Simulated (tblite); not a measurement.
# C4H10GeO3: the cost of one run

Programs: tblite 0.8.0 and PySCF 2.14.0, with density-fitted response routines of our own. Each step states its level of theory. These are calculated values for one molecule in the gas phase, unless marked as measured. Atoms are numbered from 0 throughout.

## (1) The molecule as given

18 atoms, charge 0, multiplicity 1; geometry from: force field or distance geometry start.

Bonds of the start (Å): C0–C1 1.53, C1–O2 1.39, O2–C3 1.40, C3–O4 1.41, O4–C5 1.39, C5–O6 1.41, O6–Ge7 1.81, C5–C1 1.51, C0–H8 1.11, C0–H9 1.12, C0–H10 1.11, C1–H11 1.10, C3–H12 1.13, C3–H13 1.11, C5–H14 1.12, Ge7–H15 1.54, Ge7–H16 1.55, Ge7–H17 1.54.

## (2) Relaxing the molecule with GFN2-xTB

Job settings and geometry (Å):

```
{"job": {"kind": "relax", "xc": "GFN2-xTB", "basis": "xTB"}, "charge": 0, "multiplicity": 1}
C     -1.513600     1.602200     0.264400
C     -1.091300     0.456100    -0.651700
O     -1.865900    -0.676100    -0.411800
C     -1.011800    -1.764000    -0.600600
O      0.327300    -1.362700    -0.741900
C      0.335900    -0.002800    -0.436400
O      0.741500     0.174200     0.905600
Ge     2.525400    -0.099900     1.026000
H     -0.830600     2.466000     0.140800
H     -2.553400     1.925300    -0.004600
H     -1.530500     1.288700     1.329000
H     -1.223500     0.764600    -1.700000
H     -1.091800    -2.438700     0.301500
H     -1.320800    -2.342600    -1.494200
H      0.997300     0.564600    -1.136900
H      3.264500     0.931400     0.154600
H      2.863600    -1.536600     0.549500
H      2.968700     0.056800     2.495200
```

Started as:

```sh
$ OMP_NUM_THREADS=1 python probes_run.py task.json out
```

One launch serves the whole session: the jobs run in the order shown.

Q: Estimate the wall time and peak memory of this first job on 1 thread of Arm Neoverse N1, shared host.

About 1.6 s, with a peak of 0.18 GiB.
